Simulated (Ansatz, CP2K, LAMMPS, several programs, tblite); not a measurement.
Energy against volume for HgTe in the zincblende structure, at fixed shape and fractional coordinates, computed by several methods (PBE and r2SCAN, where shown, with plane waves in Ansatz); the cell shown is that of r2SCAN. Space group F-43m (No. 216), cubic; conventional cell a = 6.578 Å, 35.58 Å³ an atom. Hg has 4 Te at 2.85 Å; Te has 4 Hg at 2.85 Å. The values are computed, spin-unpolarised, and not measurements. Energies count from each curve's lowest point; fits are third-order Birch-Murnaghan.

```cif
data_structure
_symmetry_space_group_name_H-M 'P 1'
_symmetry_Int_Tables_number 1
_cell_length_a 4.6516
_cell_length_b 4.6516
_cell_length_c 4.6516
_cell_angle_alpha 60.000
_cell_angle_beta 60.000
_cell_angle_gamma 60.000
_cell_volume 71.17
loop_
_atom_site_label
_atom_site_type_symbol
_atom_site_fract_x
_atom_site_fract_y
_atom_site_fract_z
_atom_site_occupancy
Hg1 Hg 0.00000 0.00000 0.00000 1
Te1 Te 0.25000 0.25000 0.25000 1
```

Question: CdTeZnSeHgS0.sw (LAMMPS), on the shape of its own relaxed cell, gives
```tsv
V (Å³/atom)	E (meV/atom)
31.676	17.44
32.687	4.18
33.698	0.00
34.709	3.84
35.720	14.76
```
What equilibrium volume and bulk modulus follow?

Answer: V₀ = 33.70 Å³ an atom and B₀ = 42 GPa.

GFN1-xTB (tblite), on the shape of the cell shown, as a cluster of 64 atoms at the zone centre:
```tsv
V (Å³/atom)	E (meV/atom)
31.314	93.76
33.449	29.99
35.584	4.88
37.719	0.00
39.854	21.30
```
The points scatter about the fit by more than 0.3 meV an atom, so no fit is quoted.

light PBE (260 eV and a coarse mesh), on the shape of the cell shown:

| V (Å³/atom) | E (meV/atom) |
| --- | --- |
| 32.737 | 106.01 |
| 34.161 | 65.32 |
| 35.584 | 7.24 |
| 37.007 | 17.61 |
| 38.431 | 0.00 |
| 39.854 | 48.07 |

The points scatter about the fit by more than 0.3 meV an atom, since at so low a cutoff the number of plane waves jumps with the volume, so no fit is quoted.

Question: PBE, on the shape of its own relaxed cell, gives

| V (Å³/atom) | E (meV/atom) |
| --- | --- |
| 34.586 | 16.56 |
| 35.690 | 4.00 |
| 36.793 | 0.00 |
| 37.897 | 3.08 |
| 39.001 | 12.08 |

What equilibrium volume and bulk modulus follow?

Answer: V₀ = 36.83 Å³ an atom and B₀ = 34 GPa.

Question: PBE/SZV (CP2K), on the shape of the cell shown, gives

| V (Å³/atom) | E (meV/atom) |
| --- | --- |
| 31.314 | 260.60 |
| 33.449 | 120.42 |
| 35.584 | 40.74 |
| 37.719 | 4.68 |
| 39.854 | 0.00 |

What equilibrium volume and bulk modulus follow?

Answer: V₀ = 39.14 Å³ an atom and B₀ = 35 GPa. The lowest point lies at an end of the range, so the fit is barely bracketed.
